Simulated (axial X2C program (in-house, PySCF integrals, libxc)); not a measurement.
# All-electron X2C curves of SnO

Aim: find the lowest determinant of SnO, scan the bond at several levels and fit the constants, once spin-free and once with spin–orbit coupling.

Computed with an in-house X2C program for linear molecules on PySCF integrals. Level: all-electron X2C, Sn dyall-cv3z, O dyall-av3z.

All values are calculated.

**1. Input**

Contents of task.json:

```json
{
 "zs": [
  50,
  8
 ],
 "q": 0,
 "bas": [
  "dyall-cv3z",
  "dyall-av3z"
 ],
 "levels": [
  "PBE0",
  "HF",
  "M06"
 ],
 "cc": true,
 "r0": 1.87,
 "thr": -1.0,
 "nmax": 90,
 "npts": 10,
 "nst": 2,
 "ntry": 6
}
```

Keys: zs atomic numbers; q charge; bas basis sets; levels methods (HF also brings MP2); cc coupled cluster on or off; r0 starting distance in Å; thr threshold in hartree for freezing inner shells (an s shell follows its p shell); nmax most natural virtual spinors; npts points asked for on the curve; nst determinants followed; ntry starts of the search.

Started as:

```
$ python so2c.py task.json out
```

Spin-free means the one-electron spin-free X2C Hamiltonian; two-component (2c) means X2C with spin–orbit coupling and atomic mean-field two-electron Coulomb and Gaunt terms. Basis: Sn dyall-cv3z contracted to [11s12p9d4f1g], O dyall-av3z contracted to [7s6p3d2f]; Gaussian nuclei, density fitting. Masses: Sn 119.902 u, O 15.995 u.

Notation: σ, π±, δ± give the projection m of an orbital's angular momentum (0, ±1, ±2), α and β its spin, Λ and M_S the sums; ω is the projection of a spinor's total angular momentum and Ω the sum. Logs are in hartree.

Further steps of the session: PBE0, spin-free; HF, spin-free; M06, spin-free; Correlated methods, spin-free; PBE0, 2c; HF, 2c; M06, 2c; Correlated methods, 2c.

What does the calculation give? Wanted: for each run, Hamiltonian; Re; ωe; De; μ.

**Answer**, as computed:

Lowest determinant that the search found at its distance, spin-free: M_S = 0, Λ = 0 (closed shell).

Lowest determinant that the search found at its distance, 2c: Ω = 0 (closed shell).

```tsv
Hamiltonian	level	Re (Å)	ωe (cm⁻¹)	De (eV)	μ (D)
spin-free	PBE0	1.818	870	5.37	-4.32
spin-free	HF	1.787	965	1.76	-5.06
spin-free	MP2	1.863	793	6.28	n/a
spin-free	CCSD	1.830	872	5.11	n/a
spin-free	CCSD(T)	1.850	823	5.58	n/a
spin-free	M06	1.825	860	5.78	-4.50
2c	PBE0	1.819	868	5.33	-4.31
2c	M06	1.826	858	5.20	-4.50
```

Dipoles are positive if O is the positive end. No constants: 2c HF (the solution changes its character somewhere along the scan, so the fit is set aside); 2c MP2 (the reference changes its character somewhere along the scan, so the fit is set aside); 2c CCSD (the reference changes its character somewhere along the scan, so the fit is set aside); 2c CCSD(T) (the reference changes its character somewhere along the scan, so the fit is set aside).

**Reading.** At PBE0, going from spin-free to two-component changes Re by +1 mÅ, ωe by -0.2 %, which is small (part of it comes from the scalar share of the two-electron terms). De moves by -0.04 eV; both De rest on single-determinant atoms, which can miss part of an open shell's spin–orbit lowering.

De refers to Sn + O, each in the lowest determinant found, which need not be this curve's own limit. Each curve is one determinant whose occupation by symmetry is held fixed; it was picked as the lowest of a PBE0 search that is not exhaustive. Closed shells are restricted here (equal orbitals for both partners), which fails at long range if the bond breaks into open shells. De is counted from the lowest determinant-based energies of the atoms at the same level, without counterpoise correction. Coupled cluster ran in a truncated set of natural virtual spinors; the MP2 energy of the rest was added. The meta-GGAs lack a current-density term, which matters for open shells with orbital currents, atoms included. With the outer-core shells frozen, correlated bond lengths of heavy atoms tend to come out a few hundredths of an ångström too long. T1 at Re is 0.039 (Lee–Taylor), above the customary mark of 0.02.
